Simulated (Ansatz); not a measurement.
**wB97M-V/cc-pVTZ run of SiH4O (silanol)**

Aim: the electronic atomisation energy of SiH4O (silanol) at wB97M-V/cc-pVTZ, from 4 runs. 

The calculation is run with Ansatz 0.2.0.

47 further runs of the same task are left out: 47 set aside as unsound or not needed.

**1. Starting point**

The species is SiH4O (6 atoms), meant as a singlet with charge 0. As SMILES, `O[SiH3]`. Geometry: relaxed at PBE0-D4/def2-TZVP.

Bond lengths: O1–Si2 1.648 Å, O1–H3 0.957 Å, Si2–H4 1.489 Å, Si2–H5 1.481 Å, Si2–H6 1.489 Å. Angles: O1–Si2–H4 111.7°, O1–Si2–H5 105.9°, O1–Si2–H6 111.7°, Si2–O1–H3 117.9°, H4–Si2–H5 109.9°, H4–Si2–H6 107.9°, H5–Si2–H6 109.9°.

**2. A single-point energy at wB97M-V/cc-pVTZ**

File input.yaml:

```yaml
crystal:
  periodic: [false, false, false]
  atoms:
    - {symbol: O, position_ang: [0.636700, -1.030300, 0.419000]}
    - {symbol: Si, position_ang: [-0.035700, 0.346500, -0.187000]}
    - {symbol: H, position_ang: [0.069100, -1.629200, 0.904700]}
    - {symbol: H, position_ang: [-1.128300, 0.045700, -1.152800]}
    - {symbol: H, position_ang: [1.060500, 1.064900, -0.875600]}
    - {symbol: H, position_ang: [-0.602300, 1.202400, 0.891700]}
basis:
  gaussian:
    orbitals: cc-pVTZ
hamiltonian:
  xc: {name: wB97M-V}
accuracy: high
output: {orbitals: {seedname: orbitals}}
```

Command:

```
$ ansatz run input.yaml --threads 1 --pin off --max-ram 3480MiB --events-out events.jsonl --progress --plain --runs-dir runs
```

The program printed:

```text
Warning: RAYON_NUM_THREADS=1 ignored (pool sized by the plan → 1); use --threads N
Functional definition: wB97M-V
  name "wB97M-V"
  parameter omega = 0.3/bohr
  parameter cx = 0.15
  parameter cx01 = 1.007
  parameter cx10 = 0.259
  parameter css00 = 0.443
  parameter css04 = -1.437
  parameter css10 = -4.535
  parameter css20 = -3.390
  parameter css43 = 4.278
  parameter cos00 = 1.000
  parameter cos10 = 1.358
  parameter cos20 = 2.924
  parameter cos21 = -8.812
  parameter cos60 = -1.390
  parameter cos61 = 9.142
  parameter b = 6.0
  parameter c = 0.01
  gx(w, u) = 1 - cx + cx01*u + cx10*w
  gss(w, u) = css00 + css04*u^4 + css10*w + css20*w^2 + css43*w^4*u^3
  gos(w, u) = cos00 + cos10*w + (cos20 + cos21*u)*w^2 + (cos60 + cos61*u)*w^6
  exchange = spin_sum(e_x_unif_sr(omega)*gx(b97_w, b97_u_x)) + cx*exact_x_sr(omega) + exact_x_lr(omega)
  correlation = spin_sum(e_c_pw_mod_same_spin*gss(b97_w, b97_u_same))
      + integral(e_c_pw_mod_opposite_spin*gos(b97_w_opposite, b97_u_opposite)) + vv10(b, c)
2072 factors; integrals over basis functions are off by at most 3.5e-9 eV
312 factors; integrals over basis functions are off by at most 1.7e-9 eV
mean field evaluation 1: about -9987.1681 eV, gradient 4.5e1 eV
mean field evaluation 2: about -9986.1918 eV, gradient 5.2e1 eV
mean field evaluation 4: about -9990.3021 eV, gradient 3.4e-1 eV
mean field evaluation 8: about -9990.3072 eV, gradient 1.4e-2 eV
mean field evaluation 16: about -9990.3072 eV, gradient 4.3e-6 eV
mean field -9990.30718287 eV, -367.1370172971 hartree, gradient 4.8e-8 eV, S^2 0.000000; 0 other end points of the search recorded, 0 dependent functions left out
reference -9990.30718723 eV, -367.1370174572 hartree; 13, 13 occupied and 107, 107 virtual orbitals, 2072 factors
Total energy: -9990.30718723 eV, -367.1370174572 hartree
```

It took 38 s on 1 thread of Arm Neoverse V1, shared host; peak memory 0.52 GiB.

**3. The H atom**

File run.yaml:

```yaml
crystal:
  periodic: [false, false, false]
  atoms:
    - {symbol: H, position_ang: [0.000000, 0.000000, 0.000000]}
basis:
  gaussian:
    orbitals: cc-pVTZ
magnetization:
  spin_polarized: true
  initial_magnetization: 1
hamiltonian:
  xc: {name: wB97M-V}
accuracy: high
```

Run the same way, it converges to -0.49411 Eh (log not shown).

**4. The O atom at the same level**

File input.yaml:

```yaml
crystal:
  periodic: [false, false, false]
  atoms:
    - {symbol: O, position_ang: [0.000000, 0.000000, 0.000000]}
basis:
  gaussian:
    orbitals: cc-pVTZ
accuracy: high
magnetization:
  spin_polarized: true
  initial_magnetization: 2
hamiltonian:
  xc: {name: wB97M-V}
```

Run the same way, it converges to -75.07226 Eh (log not shown).

**5. The Si atom at the same level**

File in.yaml:

```yaml
crystal:
  periodic: [false, false, false]
  atoms:
    - {symbol: Si, position_ang: [0.000000, 0.000000, 0.000000]}
basis:
  gaussian: {orbitals: cc-pVTZ}
magnetization: {spin_polarized: true, initial_magnetization: 2}
hamiltonian: {xc: {name: wB97M-V}}
accuracy: high
```

Run the same way, it converges to -289.35714 Eh (log not shown).

**6. Summary of results**

At wB97M-V/cc-pVTZ:

```
                     quantity          value
       molecule: total energy  -367.13702 Eh
        molecule: HOMO energy      -11.01 eV
        molecule: LUMO energy        1.94 eV
      molecule: HOMO–LUMO gap       12.96 eV
         H atom: total energy    -0.49411 Eh
                 H atom: ⟨S²⟩          0.750
         O atom: total energy   -75.07226 Eh
                 O atom: ⟨S²⟩          2.003
        Si atom: total energy  -289.35714 Eh
                Si atom: ⟨S²⟩          2.001
electronic atomisation energy      19.896 eV
```

What this shows: Taking the molecule apart into free atoms costs 19.90 eV (459 kcal/mol), before zero-point energy and without spin-orbit coupling.
